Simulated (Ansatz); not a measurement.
**AlAsH2 (quintet): from Hartree-Fock to the top rungs, cc-pVDZ**

One table from this session's results is given with a row withheld; the runs are named, their logs left out.

Method: cc-pVDZ, core rule «outside noble gas», up to 19 orbitals frozen; program: Ansatz 0.2.0, Gaussian basis.

The runs, in order: UHF; CCSD(T) on ROHF; CCSD(T) on UHF; BCCD(T) on ROHF; CISD; CCSDT(Q) on ROHF; CCSDT(Q) on UHF; CCSDTQ on ROHF.

15 further runs of the same task are left out: 9 for a known fault of the program, 6 set aside as unsound or not needed.

## What is computed

The geometry is a PBE0/def2-TZVP stationary point (not a proven minimum) of the parent state, kept for this charge and spin. No spin-orbit coupling is included. The filled d shell of As may be among the frozen orbitals whatever the setting's name suggests; the logs give the count.

4 atoms, charge 0, spin multiplicity 5.

Atoms are counted from 1 here; the program's logs count them from 0.

Bond lengths: Al1–As2 2.470 Å, As2–H3 1.524 Å, As2–H4 1.524 Å. Angles: Al1–As2–H3 96.8°, Al1–As2–H4 96.8°, H3–As2–H4 92.8°.

The first run:

Input file in.yaml:

```yaml
crystal:
  periodic: [false, false, false]
  atoms:
    - {symbol: Al, position_ang: [0.036540, 0.000000, 1.832106]}
    - {symbol: As, position_ang: [-0.039784, 0.000000, -0.636952]}
    - {symbol: H, position_ang: [0.989539, 1.103858, -0.849067]}
    - {symbol: H, position_ang: [0.989541, -1.103856, -0.849067]}
basis:
  gaussian: {orbitals: cc-pVDZ}
magnetization: {spin_polarized: true, initial_magnetization: 4}
hamiltonian: {xc: hf}
output: {orbitals: {seedname: orbitals}}
```

Launch:

```console
ansatz run in.yaml --threads 1 --pin off --events-out ev --progress --plain --max-ram 2816MiB --backend cpu
```

Steps of the session up to this table: UHF; CCSD(T) on ROHF; CCSD(T) on UHF; BCCD(T) on ROHF; CISD; CCSDT(Q) on ROHF; CCSDT(Q) on UHF; CCSDTQ on ROHF.

One table of the session follows, with a row left open; its other results are not shown here.

```
   method  from RCCSDTQ (meV)
     ROHF             +4248.1
      UHF             +4148.1
     RMP2              +943.5
     UMP2              +952.3
     CISD              +371.7
    RCCSD              +141.3
    UCCSD              +136.3
 RCCSD(T)               +32.6
 UCCSD(T)               +29.5
  BCCD(T)               +32.3
   RCCSDT                   ?
   UCCSDT                +2.4
RCCSDT(Q)                +0.8
UCCSDT(Q)                -2.9
  RCCSDTQ                   0
```

**Question.** Estimate the row for RCCSDT.

**Answer.** from RCCSDTQ (meV): +6.1. In the column «from RCCSDTQ (meV)» it lies between UCCSDT (+2.4) and UCCSD(T) (+29.5).

To keep in mind: Restricted and unrestricted rows rest on different reference determinants; where their highest levels disagree by more than a few hundredths of an eV, they describe different states and don't form one ladder.
